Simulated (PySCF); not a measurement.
# CH9NOSi2: the cost of one run

Computed with PySCF 2.14.0, with density-fitted response routines of our own, on a single molecule in the gas phase. Atoms count from 0, in the outputs and in this text.

## Step 1: Starting geometry

14 atoms, charge 0, multiplicity 1; geometry from: GFN2-xTB. The atoms were then displaced at random by about 0.01 Å, so the start is not that level's minimum.

Bonds of the start (Å): C0–Si1 1.89, Si1–N2 1.73, Si1–O3 1.66, O3–Si4 1.59, C0–H5 1.11, C0–H6 1.09, C0–H7 1.05, Si1–H8 1.49, N2–H9 0.99, N2–H10 1.02, Si4–H11 1.45, Si4–H12 1.44, Si4–H13 1.47.

## Step 2: Geometry optimisation at PBE0-D3(BJ)/def2-SVP

The job: settings as JSON, then the geometry in Å.

```
{"job": {"xc": "PBE0", "basis": "def2-SVP", "d3": "d3bj", "grid": 1, "shake": 0.01, "kind": "geom"}, "charge": 0, "multiplicity": 1}
C     -1.776040    -0.932910     0.040080
Si    -0.587680     0.196370     0.971480
N     -0.740670     1.780740     0.294620
O      0.986170    -0.273910     0.736410
Si     2.367380    -0.498060    -0.009850
H     -2.825000    -0.705950     0.332750
H     -1.719570    -0.751470    -1.036260
H     -1.579200    -1.950530     0.224750
H     -0.720180     0.087940     2.449980
H     -1.626800     2.221600     0.276940
H     -0.020750     2.460100     0.536090
H      2.227010    -0.287660    -1.433710
H      2.732280    -1.854140     0.307290
H      3.275900     0.492800     0.581700
```

The run is started by

```
$ OMP_NUM_THREADS=1 python probes_run.py task.json out
```

One launch serves the whole session: the jobs run in the order shown.

**Question.** How long does this first job take on 1 thread of Arm Neoverse V2, shared host, and how much memory does it need?

About 2.4 min, with a peak of 0.52 GiB.
